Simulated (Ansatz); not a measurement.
# PBE-QIDH/6-31G(d) (spherical functions) run of C2H3Cl2F (SMILES CC(F)(Cl)Cl)

What is the electronic atomisation energy of C2H3Cl2F at PBE-QIDH/6-31G* (spherical functions)? 

The calculation is run with Ansatz 0.2.0.

## (1) The molecule

C2H3Cl2F has 8 atoms, charge 0, and is taken as a singlet. SMILES: `CC(F)(Cl)Cl`. The shape is that of a PBE0-D4/def2-TZVP optimisation.

Bond lengths: C1–C2 1.502 Å, C2–F3 1.348 Å, C2–Cl4 1.776 Å, C2–Cl5 1.776 Å, C1–H6 1.091 Å, C1–H7 1.091 Å, C1–H8 1.088 Å. Some angles: C1–C2–F3 110.1°, C1–C2–Cl4 111.1°, C1–C2–Cl5 111.1°, F3–C2–Cl4 107.6°, F3–C2–Cl5 107.6°, Cl4–C2–Cl5 109.3°, C2–C1–H6 108.9°, C2–C1–H7 108.9°, C2–C1–H8 110.1°, H6–C1–H7 109.8°.

## (2) A single-point energy at PBE-QIDH/6-31G(d) (spherical functions)

run.yaml

```yaml
crystal:
  periodic: [false, false, false]
  atoms:
    - symbol: C
      position_ang: [-0.133500, -0.505900, 0.646300]
    - symbol: C
      position_ang: [0.199400, 0.391300, -0.511300]
    - symbol: F
      position_ang: [1.523600, 0.643200, -0.537400]
    - symbol: Cl
      position_ang: [-0.232400, -0.372700, -2.055900]
    - symbol: Cl
      position_ang: [-0.641100, 1.950200, -0.373000]
    - symbol: H
      position_ang: [0.163400, -0.011800, 1.572000]
    - symbol: H
      position_ang: [0.414900, -1.442000, 0.535900]
    - symbol: H
      position_ang: [-1.202100, -0.709300, 0.667600]
basis:
  gaussian:
    orbitals: 6-31G_st_-spherical.json
output:
  orbitals: {seedname: orbitals}
hamiltonian:
  xc: {name: PBE-QIDH}
accuracy: high
correlation:
  frozen_orbitals: {C: 1, Cl: 5, F: 1, H: 0}
```

The basis set 6-31G* is read from a file made from the Basis Set Exchange's data (not shown).

Launch:

```bash
$ ansatz run run.yaml --threads 1 --pin off --max-ram 3480MiB --events-out events.jsonl --progress --plain --runs-dir runs
```

The program printed:

```text
Warning: RAYON_NUM_THREADS=1 ignored (pool sized by the plan → 1); use --threads N
Functional definition: PBE-QIDH
  name "PBE-QIDH"
  parameter a = 3^(-1/3)
  parameter c = 1/3
  exchange = (1 - a)*pbe_x + a*exact_x
  correlation = (1 - c)*pbe_c + c*(mp2_os + mp2_ss)
1944 factors; integrals over basis functions are off by at most 3.8e-9 eV
mean field evaluation 1: about -29853.1094 eV, gradient 3.4e1 eV
mean field evaluation 2: about -29853.1816 eV, gradient 3.4e1 eV
mean field evaluation 4: about -29855.6871 eV, gradient 3.0e0 eV
mean field evaluation 8: about -29855.7148 eV, gradient 4.3e-2 eV
mean field evaluation 16: about -29855.7148 eV, gradient 1.3e-5 eV
mean field -29855.71478137 eV, -1097.1772812850 hartree, gradient 5.7e-8 eV, S^2 0.000000; 0 other end points of the search recorded, 0 dependent functions left out
13 core orbitals not correlated: weight in the atoms' cores, before any rotation towards them, 1.000 or more for the frozen orbitals, at most 0.000 for the correlated occupied ones
reference -29855.71478211 eV, -1097.1772813120 hartree; 16, 16 occupied and 55, 55 virtual orbitals, 1944 factors
second order -21.22286547 eV of doubles, -0.00000000 eV of singles
Total energy: -29862.78907060 eV, -1097.4372566190 hartree
```

Run time: 11 s. Hardware: 1 thread of Arm Neoverse V2, shared host; peak memory 0.3 GiB.

## (3) The C atom at the same level

in.yaml

```yaml
crystal:
  periodic: [false, false, false]
  atoms:
    - {symbol: C, position_ang: [0.000000, 0.000000, 0.000000]}
basis:
  gaussian:
    orbitals: 6-31G_st_-spherical.json
accuracy: high
hamiltonian:
  xc: {name: PBE-QIDH}
correlation:
  frozen_orbitals: {C: 1}
magnetization:
  spin_polarized: true
  initial_magnetization: 2
```

The basis set 6-31G* is read from a file made from the Basis Set Exchange's data (not shown).

Run the same way, it converges to -37.78314 Eh (log not shown).

## (4) The Cl atom at the same level

run.yaml

```yaml
crystal:
  periodic: [false, false, false]
  atoms:
    - {symbol: Cl, position_ang: [0.000000, 0.000000, 0.000000]}
basis:
  gaussian:
    orbitals: 6-31G_st_-spherical.json
magnetization:
  spin_polarized: true
  initial_magnetization: 1
hamiltonian:
  xc: {name: PBE-QIDH}
correlation:
  frozen_orbitals: {Cl: 5}
accuracy: high
```

The basis set 6-31G* is read from a file made from the Basis Set Exchange's data (not shown).

Run the same way, it converges to -459.86297 Eh (log not shown).

## (5) The F atom

in.yaml

```yaml
crystal:
  periodic: [false, false, false]
  atoms:
    - {symbol: F, position_ang: [0.000000, 0.000000, 0.000000]}
basis:
  gaussian:
    orbitals: 6-31G_st_-spherical.json
magnetization:
  spin_polarized: true
  initial_magnetization: 1
hamiltonian:
  xc: {name: PBE-QIDH}
correlation:
  frozen_orbitals: {F: 1}
accuracy: high
```

The basis set 6-31G* is read from a file made from the Basis Set Exchange's data (not shown).

Run the same way, it converges to -99.59009 Eh (log not shown).

## (6) The H atom at the same level

job.yaml

```yaml
crystal:
  periodic: [false, false, false]
  atoms:
    - {symbol: H, position_ang: [0.000000, 0.000000, 0.000000]}
basis:
  gaussian: {orbitals: "6-31G*"}
accuracy: high
magnetization: {spin_polarized: true, initial_magnetization: 1}
correlation: {frozen_orbitals: {H: 0}}
hamiltonian: {xc: {name: PBE-QIDH}}
```

Run the same way, it converges to -0.50012 Eh (log not shown).

## (7) Outcome

Level: PBE-QIDH/6-31G* (spherical functions), 13 core orbitals frozen.

```
                                     quantity           value
                       molecule: total energy  -1097.43726 Eh
  molecule: HOMO energy (SCF part's orbitals)       -11.14 eV
  molecule: LUMO energy (SCF part's orbitals)         2.12 eV
molecule: HOMO–LUMO gap (SCF part's orbitals)        13.26 eV
                         C atom: total energy    -37.78314 Eh
                                 C atom: ⟨S²⟩           2.003
                        Cl atom: total energy   -459.86297 Eh
                                Cl atom: ⟨S²⟩           0.754
                         F atom: total energy    -99.59009 Eh
                                 F atom: ⟨S²⟩           0.752
                         H atom: total energy     -0.50012 Eh
                                 H atom: ⟨S²⟩           0.750
                electronic atomisation energy       28.697 eV
```

What this shows: Taking the molecule apart into free atoms costs 28.70 eV (662 kcal/mol), before zero-point energy and without spin-orbit coupling.
